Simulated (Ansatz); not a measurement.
**NiMoIrPdW in Ansatz: the effect of functional**

NiMoIrPdW:

```
Ni Mo Pd Ir W
1.0
     2.76616    0.00000    0.00000
    -1.38308    2.39557    0.00000
     0.00000    0.00000   11.02292
Ni Mo Pd Ir W
1 1 1 1 1
Direct
  0.33333 0.66667 0.59712
  0.00000 0.00000 0.41074
  0.66667 0.33333 0.79520
  0.66667 0.33333 0.19960
  0.33333 0.66667 0.99734
```

The cell was built by a generator and needn't be a form met in nature.

Alike in all runs:

| Item | Value |
| --- | --- |
| Program | Ansatz 0.2.0 |
| Task | band structure |
| Potentials or basis | Ansatz PAW |
| Cutoff | 420 eV (not typed: the program's choice for these potentials) |
| k mesh | 11 × 11 × 3 |
| Occupations | fermi-dirac, width 0.05 eV |
| Spin | collinear spin, ferromagnetic start |
| Starting moments | [1.0, 1.0, 0.0, 0.6, 0.0] μB |

**Question.** One run gave: pressure -9.0 GPa; largest force 0.17 eV/Å. Which functional did it use?
A. PBEsol
B. RPBE
C. BLYP

**Answer.** A.

```tsv
functional	pressure (GPa)	largest force (eV/Å)
PBEsol	-9.0	0.17
RPBE	4.2	0.18
BLYP	11.4	0.25
```

Caveats: the PAW data sets come from PBE, with cores solved anew for the run's functional, which leaves a small shift of forces and pressure; the starting moments weren't kept.
